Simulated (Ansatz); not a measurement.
# SrSn2As2: the cost of one run

Method: DFT PBEsol, scalar-relativistic, plane waves, PAW, in Ansatz 0.2.0.

### 1 Starting point

Symmetry: R-3m, No. 166, trigonal system. The conventional cell has a = 4.204 Å, b = 4.204 Å, c = 26.726 Å, α = 90.00°, β = 90.00°, γ = 120.00°. Sr (site symmetry -3m) has 6 As at 3.13 Å as nearest neighbours. Around Sn (site symmetry 3m) lie 3 As at 2.78 Å. As (site symmetry 3m) has 3 Sn at 2.78 Å and 3 Sr at 3.13 Å as nearest neighbours.

Coordinates:

```
Sr Sn As
1.0
     2.10200    1.21359    8.90867
    -2.10200    1.21359    8.90867
     0.00000   -2.42718    8.90867
Sr Sn As
1 2 2
Direct
  0.00000 0.00000 0.00000
  0.20860 0.20860 0.20860
  0.79140 0.79140 0.79140
  0.40736 0.40736 0.40736
  0.59264 0.59264 0.59264
```

The structure comes from the Crystallography Open Database.

(A quick probe on a coarse mesh, which set the mesh and smearing, is not shown.)

### 3 The relaxation

Input file input.yaml:

```yaml
crystal:
  lattice:
    - [2.102, 1.2135902658, 8.9086666667]
    - [-2.102, 1.2135902658, 8.9086666667]
    - [0.0, -2.4271805317, 8.9086666667]
  atoms:
    - { symbol: Sr, position: [0.0, 0.0, 0.0] }
    - { symbol: Sn, position: [0.2086, 0.2086, 0.2086] }
    - { symbol: Sn, position: [0.7914, 0.7914, 0.7914] }
    - { symbol: As, position: [0.40736, 0.40736, 0.40736] }
    - { symbol: As, position: [0.59264, 0.59264, 0.59264] }
basis:
  ecutwfc: 420
kpoints:
  mp_grid: { grid: [12, 12, 12] }
hamiltonian:
  xc: pbesol
scf:
  occupations: { method: gaussian, width: 0.01 }
output:
  forces: true
  stress: true
  eigenvalues: true
  write_density: true
  write_potential: true
  elf: true
  volumetric_format: npy
relax:
  adjacent_minimum: "off"
  f_tol: 0.005
  max_steps: 80
  cell: { stress_tol: 0.05 }
```

The run is started by

```
ansatz run input.yaml --threads 2 --pin off --max-ram 5120MiB --backend cpu --events-out ev --progress --plain --runs-dir out
```

What time and memory should one allow on 2 threads of Intel Xeon Platinum 8375C at 2.90GHz (Ice Lake), shared host?

About 2.7 min, with a peak of 1 GiB.
